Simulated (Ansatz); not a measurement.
**C₄H₁₂Ge: one species, many methods**

One table from this session's results is given with a row withheld; the runs are named, their logs left out.

Computed with Ansatz 0.2.0, Gaussian basis. Level: functionals in def2-TZVPP, the program's frozen cores in correlated methods.

The runs, in order: LDA (SPW92), PBE-D4, revPBE-D4, BLYP-D4, r2SCAN-D4, B97M-V, PBE0-D4, B3LYP-D4, r2SCANh-D4, r2SCAN0-D4, HSE06-D4, BHLYP-D4, CAM-B3LYP-D4, LC-ωPBE, ωB97X-V, ωB97M-V, B2PLYP, PBE-QIDH; CCSD(T)/def2-SVP; CCSD(T)/def2-TZVPP; MP2/def2-QZVPP; extrapolation to the limit; RPA on PBE.

## Structure used throughout

The geometry comes from an earlier relaxation with PBE0-D4 in a triple-zeta def2 set; it is a stationary point, not always the lowest conformer.

SMILES `[CH3][Ge]([CH3])([CH3])[CH3]`, 17 atoms, charge 0, spin multiplicity 1.

Atoms are counted from 1 here; the program's logs count them from 0.

Bond lengths: C1–Ge2 1.959 Å, C1–H6 1.092 Å, C1–H7 1.092 Å, C1–H8 1.092 Å, Ge2–C3 1.959 Å, Ge2–C4 1.959 Å, Ge2–C5 1.959 Å, C3–H9 1.092 Å, C3–H10 1.092 Å, C3–H11 1.092 Å, C4–H12 1.092 Å, C4–H13 1.092 Å, C4–H14 1.092 Å, C5–H15 1.092 Å, C5–H16 1.092 Å, C5–H17 1.092 Å. Angles: Ge2–C1–H6 110.7°, Ge2–C1–H7 110.7°, Ge2–C1–H8 110.7°, H6–C1–H7 108.3°, H6–C1–H8 108.3°, H7–C1–H8 108.3°, C1–Ge2–C3 109.5°, C1–Ge2–C4 109.5°, C1–Ge2–C5 109.5°, C3–Ge2–C4 109.5°, C3–Ge2–C5 109.5°, C4–Ge2–C5 109.5°, Ge2–C3–H9 110.7°, Ge2–C3–H10 110.7°, Ge2–C3–H11 110.7°, H9–C3–H10 108.3°, H9–C3–H11 108.3°, H10–C3–H11 108.3° and more.

Set-up of the first run:

in.yaml

```yaml
crystal:
  periodic: [false, false, false]
  atoms:
    - {symbol: C, position_ang: [-0.368674, 0.718124, -1.782430]}
    - {symbol: Ge, position_ang: [-0.001113, -0.000034, 0.002356]}
    - {symbol: C, position_ang: [1.898794, 0.228999, 0.419736]}
    - {symbol: C, position_ang: [-0.454039, -1.905108, 0.045564]}
    - {symbol: C, position_ang: [-1.080566, 0.957863, 1.326563]}
    - {symbol: H, position_ang: [-0.124740, 1.781440, -1.827636]}
    - {symbol: H, position_ang: [0.225680, 0.198549, -2.536732]}
    - {symbol: H, position_ang: [-1.423847, 0.598236, -2.036256]}
    - {symbol: H, position_ang: [2.125240, -0.164382, 1.412793]}
    - {symbol: H, position_ang: [2.173054, 1.285680, 0.399775]}
    - {symbol: H, position_ang: [2.519357, -0.299168, -0.306990]}
    - {symbol: H, position_ang: [-0.253470, -2.326577, 1.032642]}
    - {symbol: H, position_ang: [0.135400, -2.458069, -0.688589]}
    - {symbol: H, position_ang: [-1.511395, -2.054989, -0.181874]}
    - {symbol: H, position_ang: [-2.144965, 0.842594, 1.112181]}
    - {symbol: H, position_ang: [-0.890216, 0.572658, 2.330341]}
    - {symbol: H, position_ang: [-0.843597, 2.023682, 1.318655]}
basis:
  gaussian: {orbitals: def2-TZVPP}
hamiltonian: {xc: lda}
output: {orbitals: {seedname: orbitals}}
```

On the command line:

```bash
$ ansatz run in.yaml --threads 2 --pin off --events-out ev --progress --plain --max-ram 32768MiB --backend cuda --devices 0, --max-vram 18GiB
```

Steps of the session up to this table: LDA; PBE-D4 (GGA); revPBE-D4 (GGA); BLYP-D4 (GGA); r2SCAN-D4 (meta-GGA); B97M-V (meta-GGA); PBE0-D4 (hybrid); B3LYP-D4 (hybrid); r2SCANh-D4 (hybrid); r2SCAN0-D4 (hybrid); HSE06-D4 (hybrid); BHLYP-D4 (hybrid); CAM-B3LYP-D4 (range-separated); LC-ωPBE (range-separated); ωB97X-V (range-separated); ωB97M-V (range-separated); B2PLYP (double hybrid); PBE-QIDH (double hybrid).

One of the session's tables, all rows but one given; the rest of the session is left out.

It belongs to the step «Orbital energies across the functionals». 

| functional | HOMO (eV) | LUMO (eV) | gap (eV) |
| --- | --- | --- | --- |
| LDA (SPW92) | -6.95 | -0.03 | 6.91 |
| PBE-D4 | -6.82 | 0.09 | 6.91 |
| revPBE-D4 | -6.77 | 0.18 | 6.95 |
| BLYP-D4 | -6.69 | 0.08 | 6.77 |
| r2SCAN-D4 | -7.08 | 0.89 | 7.98 |
| B97M-V | -7.16 | 0.19 | 7.35 |
| PBE0-D4 | -8.07 | 0.85 | 8.92 |
| B3LYP-D4 | -7.85 | 0.51 | 8.37 |
| r2SCANh-D4 | -7.54 | 1.09 | 8.64 |
| r2SCAN0-D4 | -8.24 | 1.37 | 9.62 |
| HSE06-D4 | -7.67 | 0.48 | 8.15 |
| BHLYP-D4 | -9.23 | 1.39 | 10.62 |
| CAM-B3LYP-D4 | ? | ? | ? |
| LC-ωPBE | -10.78 | 2.89 | 13.67 |
| ωB97X-V | -10.42 | 2.63 | 13.05 |
| ωB97M-V | -10.29 | 2.19 | 12.48 |

**Question.** Estimate the row for CAM-B3LYP-D4.

As computed: HOMO (eV): -9.42; LUMO (eV): 1.58; gap (eV): 11.00. In the column «HOMO (eV)» it lies between ωB97M-V (-10.29) and BHLYP-D4 (-9.23).
